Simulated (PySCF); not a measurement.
# F13Na14 (3x3x3 NaF rock-salt block): the cost of one run

Computed with PySCF 2.14.0 and routines of our own; the level stands in each step. Atoms count from 0.

## Step 1: The system as given

27 atoms, charge 1, multiplicity 1; geometry from: GFN2-xTB.

## Step 2: Electronic excitations: TDA wB97X-D/6-31G*

The job: settings as JSON, then the geometry in Å.

```
{"job": {"kind": "uv", "basis": "6-31G*", "grid": 1, "kgrid": 0, "vcut": 1.5, "nstates": 5, "ntriplets": 2, "tda": true, "delta": ["ip_vertical"], "pop": false, "xc": "wB97X-D"}, "charge": 1, "multiplicity": 1}
Na    -2.024867    -2.023811    -2.027650
F     -2.062888    -2.058166    -0.000966
Na    -2.022921    -2.026366     2.025993
F     -2.058353     0.001224    -2.065245
Na    -2.110432    -0.000843     0.000255
F     -2.061717    -0.000293     2.058400
Na    -2.026537     2.025130    -2.024247
F     -2.059822     2.063706     0.000039
Na    -2.026078     2.026224     2.024578
F      0.001030    -2.061436    -2.057821
Na     0.000167    -2.106308    -0.000819
F     -0.000731    -2.063032     2.060279
Na    -0.000057     0.000834    -2.102048
F      0.001120    -0.001423    -0.002970
Na    -0.000340     0.001136     2.105890
F      0.000177     2.063722    -2.056239
Na    -0.000856     2.108130    -0.000664
F     -0.001186     2.057783     2.063838
Na     2.026247    -2.022073    -2.023688
F      2.061295    -2.059649     0.000875
Na     2.021713    -2.025696     2.025417
F      2.060310     0.001539    -2.061016
Na     2.106307     0.001078     0.002202
F      2.058233     0.000579     2.060066
Na     2.025198     2.024644    -2.023441
F      2.059974     2.061829     0.001253
Na     2.023075     2.027393     2.025028
```

Method: TDA wB97X-D/6-31G*, vertical, gas phase, core orbitals frozen in the response, virtual orbitals cut by energy.

The run is started by

```bash
$ OMP_NUM_THREADS=4 python large_run.py task.json out
```

One launch serves the whole session: the jobs run in the order shown.

**Question.** How long does this first job take on 4 threads of Intel Xeon Platinum 8488C, shared host, and how much memory does it need?

About 1.8 min, with a peak of 2.8 GiB.
